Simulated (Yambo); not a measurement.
A run of Yambo 5.3.0 is set up as follows.

File optics4.in:

```
optics
chi
Chimod= "HARTREE"
% BndsRnXd
 1 | 32 |
%
NGsBlkXd= 1 Ry
% LongDrXd
 1 | 1 | 0 |
%
% QpntsRXd
 1 | 1 |
%
% EnRngeXd
 0 | 30 | eV
%
% DmRngeXd
 0.1 | 0.1 | eV
%
ETStpsXd= 200
```

File scf.in:

```
&CONTROL
  calculation = 'scf'
  prefix = 'pwscf'
  outdir = './tmp'
  pseudo_dir = './pseudo'
/
&SYSTEM
  ibrav = 0
  nat = 1
  ntyp = 1
  ecutwfc = 56
  nbnd = 13
  occupations = 'smearing'
  smearing = 'fd'
  degauss = 0.00367493
  force_symmorphic = .true.
/
&ELECTRONS
  conv_thr = 2d-10
  electron_maxstep = 120
  mixing_beta = 0.5
/
ATOMIC_SPECIES
Pb   207.2000 Pb.upf
CELL_PARAMETERS angstrom
   0.0000000000    2.4750200000    2.4750200000
   2.4750200000    0.0000000000    2.4750200000
   2.4750200000    2.4750200000    0.0000000000
ATOMIC_POSITIONS crystal
Pb     0.0000000000    0.0000000000    0.0000000000
K_POINTS automatic
16 16 16 0 0 0
```

File nscf.in:

```
&CONTROL
  calculation = 'nscf'
  prefix = 'pwscf'
  outdir = './tmp'
  pseudo_dir = './pseudo'
/
&SYSTEM
  ibrav = 0
  nat = 1
  ntyp = 1
  ecutwfc = 56
  nbnd = 37
  occupations = 'smearing'
  smearing = 'fd'
  degauss = 0.00367493
  force_symmorphic = .true.
/
&ELECTRONS
  conv_thr = 1d-08
  diago_full_acc = .true.
  diago_thr_init = 1d-06
/
ATOMIC_SPECIES
Pb   207.2000 Pb.upf
CELL_PARAMETERS angstrom
   0.0000000000    2.4750200000    2.4750200000
   2.4750200000    0.0000000000    2.4750200000
   2.4750200000    2.4750200000    0.0000000000
ATOMIC_POSITIONS crystal
Pb     0.0000000000    0.0000000000    0.0000000000
K_POINTS automatic
16 16 16 0 0 0
```

Potentials or basis: PseudoDojo 0.4.1 SR PBE standard.

Launch:

```sh
$ OMP_NUM_THREADS=1 pw.x -in scf.in > scf.out
$ OMP_NUM_THREADS=1 pw.x -in nscf.in > nscf.out
$ cd tmp/pwscf.save; p2y; mv SAVE ../..; cd ../..
$ OMP_NUM_THREADS=1 yambo
$ OMP_NUM_THREADS=1 yambo -F optics4.in -J optics4 -C optics4_out
```

Q: Estimate the peak of the energy-loss function.

A: 7.1 eV.

Q: Predict the band gap on the k mesh, mean-field level.

A: None (metal or under the smearing width).

Dielectric function (along the field direction of the input):
```
energy (eV)  real part  imaginary part
       0.30      18.60            0.49
       1.21      19.70           11.49
       2.26       2.83           25.47
       3.32      -3.42            9.12
       4.37      -4.58            2.75
       5.43      -2.12            0.61
       6.48      -0.61            0.39
       7.39       0.45            0.71
       8.44       0.34            0.59
       9.50       0.35            0.68
      10.55       0.31            0.46
      11.61       0.58            0.29
      12.66       0.67            0.23
      13.57       0.83            0.22
      14.62       0.91            0.13
      15.68       1.10            0.08
      16.73       1.34            0.12
      17.79       1.36            0.42
      18.84       1.25            0.47
      19.90       1.09            0.56
```

Caveat: the intraband (Drude) term of the metal is left out; these spectra lack excitons. The run has no spin-orbit coupling, so splittings on Pb are missing.
